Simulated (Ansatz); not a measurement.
# Zr2Al3N: the cost of one run

Computed with Ansatz 0.2.0 (DFT PBE, scalar-relativistic, plane waves, PAW, unless a step's input says otherwise).

2 further runs of the same task are left out: 1 that didn't finish, 1 set aside as unsound or not needed.

## (1) The structure to begin with

The structure is trigonal, space group R-3m (No. 166). Conventional cell: a = 5.157 Å, b = 5.157 Å, c = 12.398 Å, α = 90.00°, β = 90.00°, γ = 120.00°. Zr (site symmetry 3m) is surrounded by 9 Al at 2.98 to 3.01 Å and 3 N at 3.02 Å and 4 Zr at 3.09 to 3.15 Å. Around Al (site symmetry 2/m) lie 2 N at 2.55 Å and 4 Al at 2.58 Å. N (site symmetry -3m) has 6 Al at 2.55 Å and 6 Zr at 3.02 Å as nearest neighbours.

Coordinates:

```xyz
6
Lattice="2.5785 1.4887 4.1326 -2.5785 1.4887 4.1326 0.0000 -2.9773 4.1326" Properties=species:S:1:pos:R:3 pbc="T T T"
Zr    0.0000    0.0000    7.7459
Zr    0.0000    0.0000    4.6518
Al   -1.2892    0.7443    2.0663
Al    1.2892    0.7443    2.0663
Al    0.0000   -1.4887    2.0663
N     0.0000    0.0000    0.0000
```

Recipe of the guess: species swapped into a database cell of Li2GaCu3 (R-3m, No. 166), with Zr on the Li sites, N on the Ga sites and Al on the Cu sites. Lengths come from tabulated atomic sizes and are only a guess.

## (2) Probe: one point on a coarse mesh

input.yaml

```yaml
crystal:
  lattice:
    - [2.57845587, 1.48867219, 4.13257769]
    - [-2.57845587, 1.48867219, 4.13257769]
    - [0.0, -2.97734438, 4.13257769]
  atoms:
    - { symbol: Zr, position: [0.62478393, 0.62478393, 0.62478393] }
    - { symbol: Zr, position: [0.37521607, 0.37521607, 0.37521607] }
    - { symbol: Al, position: [0.0, 0.5, 0.0] }
    - { symbol: Al, position: [0.5, 0.0, 0.0] }
    - { symbol: Al, position: [0.0, 0.0, 0.5] }
    - { symbol: "N", position: [0.0, 0.0, 0.0] }
basis:
  ecutwfc: 420
kpoints:
  mp_grid: { grid: [6, 6, 6] }
hamiltonian:
  xc: pbe
scf:
  occupations: { method: gaussian, width: 0.1 }
  lower_state_search: "off"
output:
  forces: true
  stress: true
  eigenvalues: true
```

The run is started by

```console
> ansatz run input.yaml --threads 1 --pin off --max-ram 2560MiB --backend cpu --events-out ev --progress --plain --runs-dir out
```

Q: Estimate wall time and peak memory on 1 thread of Arm Neoverse V2, shared host.

About 4.5 s, with a peak of 0.38 GiB.
